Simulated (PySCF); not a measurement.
**SiSb: bond curves at several levels of theory**

Aim: find the lowest electronic state of SiSb, scan its bond at several levels of theory, and get bond length, wavenumber and dissociation energy from each curve.

The runs use PySCF 2.14.0; Si def2-TZVPP, Sb def2-TZVPP with ECP28, scalar-relativistic core potentials.

### 1 Set-up

A driver script around PySCF takes these settings:

- atoms: Si, Sb
- charge: 0
- basis: Si def2-TZVPP, Sb def2-TZVPP with ECP28
- Hamiltonian: scalar-relativistic core potentials
- basis functions: 92
- electrons treated: 37
- masses in u: 27.9769, 120.9038
- levels: PBE0, PBE, r²SCAN, B3LYP, MN15, PW91, PBEsol, ωB97M-V, HF, MP2, SCS-MP2, CCSD, CCSD(T)
- grid: 80 radial by 434 angular points
- occupations: held fixed by the projection of orbital angular momentum
- dissociation limit: Si + Sb, each in its ground configuration
- starting distance in angstrom: 2.480
- values of 2S to try: 1, 3, 5

Run with:

```bash
$ OMP_NUM_THREADS=1 python dia.py task.json out
```

Further steps of the session: First curve: PBE0; Excited determinants; PBE; r²SCAN (meta-GGA); B3LYP (global hybrid GGA); MN15 (hybrid meta-GGA); PW91 (GGA); PBEsol; ωB97M-V (range-separated hybrid); UHF (mean field); Adding correlation.

Before running it: what results should come out? Wanted: for each run, Re; ωe; De; μ.

**Answer**, as computed:

Lowest PBE0 solution found, without spin–orbit coupling: ²Π (doublet), unpaired electrons π ↑. State 3 has its PBE0 minimum 1.20 eV higher. State 4 has its PBE0 minimum 1.52 eV higher, as a spin-mixed determinant (⟨S²⟩ = 1.77), so this is no gap between pure states. The other levels ran on the lowest alone.

```tsv
level	Re (Å)	ωe (cm⁻¹)	De (eV)	μ (D)
PBE	2.407	403	3.13	0.18
PBEsol	2.393	410	3.37	0.15
PW91	2.406	403	3.16	0.15
r²SCAN	2.385	420	2.85	0.17
B3LYP	2.394	414	2.92	-0.03
PBE0	2.374	431	2.81	0.08
MN15	2.357	439	2.84	-0.06
ωB97M-V	2.350	457	2.83	-0.35
```

De is counted to Si + Sb in their ground configurations. A positive dipole means Si(−)Sb(+). No constants: UHF (the points don't follow one smooth fit); UHF-MP2 (the points don't follow one smooth fit); UHF-SCS-MP2 (the points don't follow one smooth fit); UHF-CCSD (the points don't follow one smooth fit); UHF-CCSD(T) (the points don't follow one smooth fit).

**Reading.** The methods spread over 0.058 Å in bond length, from ωB97M-V to PBE. Of the levels with a De here, PBE0 gives the least (2.81 eV) and PBEsol the most (3.37 eV).

Correlated steps freeze 9 core orbitals. Spin–orbit coupling is left out, which matters for elements this heavy, above all for dissociation energies. With spin–orbit coupling the term label itself may not hold.
